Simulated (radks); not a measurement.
**In³⁺ in [Kr] 4d10: an all-electron calculation**

One table from this session's results is given with a row withheld; the runs are named, their logs left out.

Method: non-relativistic Kohn-Sham, r2SCAN, spin-polarised, spherical densities, point nucleus. Code: radks (a radial shooting solver on a logarithmic mesh, Libxc functionals) version 1.

## What is computed

| Quantity | Value |
| --- | --- |
| element | indium (Z = 49) |
| charge | +3 |
| electrons | 46 |
| configuration | [Kr] 4d10 |

Outer shells as boxes (Hund's rule):

In³⁺
```
[Kr] core
4d [↑↓][↑↓][↑↓][↑↓][↑↓]
```

The first run:

The run's settings:

```text
Z 49
configuration [Kr] 4d10 5s0 5p0 4f0 5d0
relativity non-relativistic
functional r2scan,r2scan
spin polarised
nucleus point
```

Among the steps run: Self-consistent calculation.

One of the session's tables, all rows but one given; the rest of the session is left out.

It belongs to the step «Radial structure». Sizes of the orbitals, from the radial functions (bohr):

| level | <r> | outermost maximum (interpolated) | 90 % within | nodes |
| --- | --- | --- | --- | --- |
| 1s | 0.03106 | 0.0206 | 0.0552 | 0 |
| 2s | ? | ? | ? | ? |
| 2p | 0.1146 | 0.0893 | 0.186 | 0 |
| 3s | 0.3608 | 0.327 | 0.529 | 2 |
| 3p | 0.3524 | 0.314 | 0.528 | 1 |
| 3d | 0.3243 | 0.259 | 0.510 | 0 |
| 4s | 0.8803 | 0.798 | 1.27 | 3 |
| 4p | 0.9355 | 0.829 | 1.38 | 2 |
| 4d | 1.137 | 0.924 | 1.76 | 1 |
| 5s | 2.297 | 2.06 | 3.31 | 4 |
| 5p | 2.667 | 2.37 | 3.87 | 3 |

**Question.** Estimate the row for 2s.

As computed: <r>: 0.1343; outermost maximum (interpolated): 0.114; 90 % within: 0.207; nodes: 1. In the column «<r>» it lies between 2p (0.1146) and 3d (0.3243).

To keep in mind: Relativity is left out here, which matters for elements this heavy.
